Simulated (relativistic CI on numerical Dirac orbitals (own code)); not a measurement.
**Cs XVIII (Cs¹⁷⁺): levels and lines**

What are the lowest levels and the strongest lines of Cs¹⁷⁺? One CI run answers it; runs with one setting changed show what the result hangs on.

The numbers are computed with relativistic CI on numerical Dirac orbitals (own code) version 4 (Dirac-Coulomb-Breit CI, KLI orbitals optimised for each configuration, model QED (radiative potential, 1s self-energy scaled to tabulated hydrogen-like ionisation energies)), except any that are marked as measured or tabulated.

## 1. The atom as given

```
ion                       : Cs¹⁷⁺ (Cs XVIII)
nuclear charge            : 55
electrons                 : 38
isotope                   : A = 133
first configuration typed : [Kr] 4d2
```

Outer shells as boxes (Hund's rule):

first configuration typed
```
[Kr] core
4d [↑ ][↑ ][  ][  ][  ]
```

## 2. Base run

Settings of the run:

```ini
atom Cs  Z=55  charge=17  electrons=38
nucleus A=133  rms_radius_fm=4.8041
hamiltonian dirac-coulomb  breit=on  qed=on  c_scale=1
orbitals kli  potential=per-configuration
slater_scale 1
correlation none
mixing on
configurations
  [Kr] 4d2
  [Ar] 3d10 4s2 4p5 4d3
  [Kr] 4d 4f
  [Ar] 3d10 4s 4p6 4d3
  [Ar] 3d10 4s2 4p5 4d2 4f
  [Kr] 4d 5s
  [Ar] 3d10 4s 4p6 4d2 4f
  [Kr] 4d 5p
  [Kr] 4f 5s
  [Kr] 4d 5d
  [Kr] 5s 5p
  [Ar] 3d10 4s2 4p5 4d2 5s
  [Kr] 4d 5f
  [Kr] 4d 6s
  [Ar] 3d10 4s2 4p5 4d2 5p
  [Kr] 4d 5g
  [Kr] 4d 6p
  [Kr] 4d 6d
  [Ar] 3d10 4s 4p6 4d2 5s
  [Kr] 4d 7s
  [Kr] 4d 6g
  [Kr] 4f2
  [Ar] 3d10 4s2 4p5 4f3
  [Ar] 3d10 4s 4p6 4f3
  [Ar] 3d10 4p6 4d4
  [Ar] 3d10 4p5 4d5
  [Ar] 3d10 4p5 4d4 4f
  [Kr] 4f 5p
  [Ar] 3d10 4s2 4p5 4f2 5p
  [Ar] 3d10 4s 4p6 4f2 5p
  [Kr] 5s2
  [Ar] 3d10 4s2 4p5 4f 5s2
  [Ar] 3d10 4s 4p6 4f 5s2
  [Kr] 5p2
  [Ar] 3d10 4s2 4p5 4f 5p2
  [Ar] 3d10 4s 4p6 4f 5p2
  [Ar] 3d10 4s 4p6 4d 5s2
  [Ar] 3d10 4s 4p5 4d 4f 5s2
  [Ar] 3d10 4p6 4d 4f 5s2
end
```

The run is started by

```
$ python run_levels.py task.json out
```

One command runs all members of the session, one after another, from task.json.

## 3. One common potential

Settings: those of step 2 with these lines changed.

```diff
@@ -3,3 +3,3 @@
 hamiltonian dirac-coulomb  breit=on  qed=on  c_scale=1
-orbitals kli  potential=per-configuration
+orbitals kli  potential=mean
 slater_scale 1
```

## 4. The first configuration alone

Settings of the run:

```ini
atom Cs  Z=55  charge=17  electrons=38
nucleus A=133  rms_radius_fm=4.8041
hamiltonian dirac-coulomb  breit=on  qed=on  c_scale=1
orbitals kli  potential=per-configuration
slater_scale 1
correlation none
mixing on
configurations
  [Kr] 4d2
end
```

(Steps that only read results are left out.)

Q: Predict the outcome of this session. Wanted: lowest level; first excitation; lowest level of the other parity; fastest E1 line; ionisation energy.

As calculated:

| run | time | mean size of shift, levels followed (cm⁻¹) | lowest level | ionisation energy (eV) |
| --- | --- | --- | --- | --- |
| main run | 6.2 s | 0 | 4d2 3F2 | 445.30 |
| one common potential | 4.5 s | 56.8 | 4d2 3F2 | - |
| the first configuration alone | 0.048 s | 1538 | 4d2 3F2 | - |

The tabulated theoretical ionisation energy (NIST) is 445 eV.

| quantity | value |
| --- | --- |
| lowest level | 4d2 3F2 |
| first excitation | 4d2 3F3, 20211 cm⁻¹ |
| lowest level of the other parity | 4p5 4d3 5F°2 + 5D°, 685031 cm⁻¹ |
| levels in the model | 4994 |
| fastest E1 line (by rate) to the lowest level among the lowest 400 of 4994 levels | 9.815 nm, from 4d 4f 3G°3 + 4p5 4d3 3G° |
| ionisation energy | 445.30 eV |
| ionisation energy, tabulated theoretical (NIST) | 445 eV |

What this shows: 4d2 3F2 comes out lowest; its LS label holds 88 % and its jj label 91 %; over the low levels the means are 73 and 74 %, so they are in intermediate coupling. The ionisation energy agrees with the tabulated theoretical value within its uncertainty of 3 eV. Of the changes tried, the run «the first configuration alone» moves the low levels most, by 1538 cm⁻¹ on average. Lifetimes count radiative decay inside the model alone.
